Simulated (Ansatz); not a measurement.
**Co: stress in a strained cell**

Aim: deform Co (equal xx and yy strain of +3 %) and compute stress, forces and field gradients with LAPW, PAW and all-electron datasets made for the crystal.

Method: DFT PBEsol, scalar-relativistic, in Ansatz 0.2.0.

### 1 The structure to begin with

Symmetry: P6_3/mmc, No. 194, hexagonal system. Conventional cell: a = 2.519 Å, b = 2.519 Å, c = 4.091 Å, α = 90.00°, β = 90.00°, γ = 120.00°. Around Co (site symmetry -6m2) lie 12 Co at 2.51 to 2.52 Å.

Coordinates:

```
CELL_PARAMETERS angstrom
2.51900 0.00000 0.00000
-1.25950 2.18152 0.00000
0.00000 0.00000 4.09100
ATOMIC_POSITIONS crystal
Co 0.33333 0.66667 0.25000
Co 0.66667 0.33333 0.75000
```

Atoms are numbered in the order of the input: Co1, Co2.

### 2 The deformed structure

Space group P6_3/mmc before, P6_3/mmc after.

### 3 LAPW, all electrons

File input.yaml:

```yaml
crystal:
  lattice:
    - [2.5945708955, 0.0, 0.0]
    - [-1.2972854477, 2.2469643074, 0.0]
    - [0.0, 0.0, 4.091]
  atoms:
    - { symbol: Co, position: [0.3333333333, 0.6666666667, 0.25], spin: 2.0 }
    - { symbol: Co, position: [0.6666666667, 0.3333333333, 0.75], spin: 2.0 }
magnetization:
  spin_polarized: true
kpoints:
  mp_grid: { grid: [19, 19, 10] }
  band_path:
    path:
      - [0.0, 0.0, 0.0]
      - [0.5, 0.0, 0.0]
      - [0.3333333333, 0.3333333333, 0.0]
      - [0.0, 0.0, 0.0]
      - [0.0, 0.0, 0.5]
      - [0.5, 0.0, 0.5]
      - [0.3333333333, 0.3333333333, 0.5]
      - [0.0, 0.0, 0.5]
      - [0.5, 0.0, 0.5]
    npoints: 5
scf:
  occupations: { method: fermi_dirac, width: 0.05 }
hamiltonian:
  xc: pbesol
  pseudopotentials: { kind: all_electron, lapw: { basis_error: 0.0005 } }
output:
  forces: true
  stress: true
  eigenvalues: true
```

On the command line:

```bash
$ ansatz run input.yaml --threads 1 --pin off --max-ram 3072MiB --backend cpu --events-out ev --progress --plain --runs-dir out
```

### 4 PAW on the default files

File input.yaml:

```yaml
crystal:
  lattice:
    - [2.5945708955, 0.0, 0.0]
    - [-1.2972854477, 2.2469643074, 0.0]
    - [0.0, 0.0, 4.091]
  atoms:
    - { symbol: Co, position: [0.3333333333, 0.6666666667, 0.25], spin: 2.0 }
    - { symbol: Co, position: [0.6666666667, 0.3333333333, 0.75], spin: 2.0 }
magnetization:
  spin_polarized: true
kpoints:
  mp_grid: { grid: [19, 19, 10] }
scf:
  occupations: { method: fermi_dirac, width: 0.05 }
hamiltonian:
  xc: pbesol
  pseudopotentials: { kind: paw }
output:
  forces: true
  stress: true
  eigenvalues: true
  efg: { contact_densities: true }
  write_density: true
  write_potential: true
  elf: true
  volumetric_format: npy
```

### 5 Datasets made for this crystal

input.yaml: that of step 4 with these lines changed.

```diff
@@ -16,3 +16,3 @@
   xc: pbesol
-  pseudopotentials: { kind: paw }
+  pseudopotentials: { kind: all_electron, datasets: crystal }
 output:
@@ -22,5 +22 @@
   efg: { contact_densities: true }
-  write_density: true
-  write_potential: true
-  elf: true
-  volumetric_format: npy
```

(Steps that only read results are left out.)

**Question.** What will these runs give? Wanted: pressure; largest shear or deviatoric stress.

As calculated:

```
                                 quantity                                                 value
                                 pressure  LAPW -24.44, PAW -24.41, crystal datasets -24.43 GPa
largest shear or deviatoric stress (LAPW)                                              3.48 GPa
```

In words: The largest part of the stress beyond the pressure is 3.48 GPa in size, in the zz component; the atoms are carried along and not relaxed. No run of the undeformed cell stands beside it, so the pressure holds what the given cell had before the change. PAW: stress within 0.04 GPa of LAPW. Crystal datasets: stress within 0.01 GPa of LAPW. Other magnetic orders may lie lower; this is the state that the run reached.
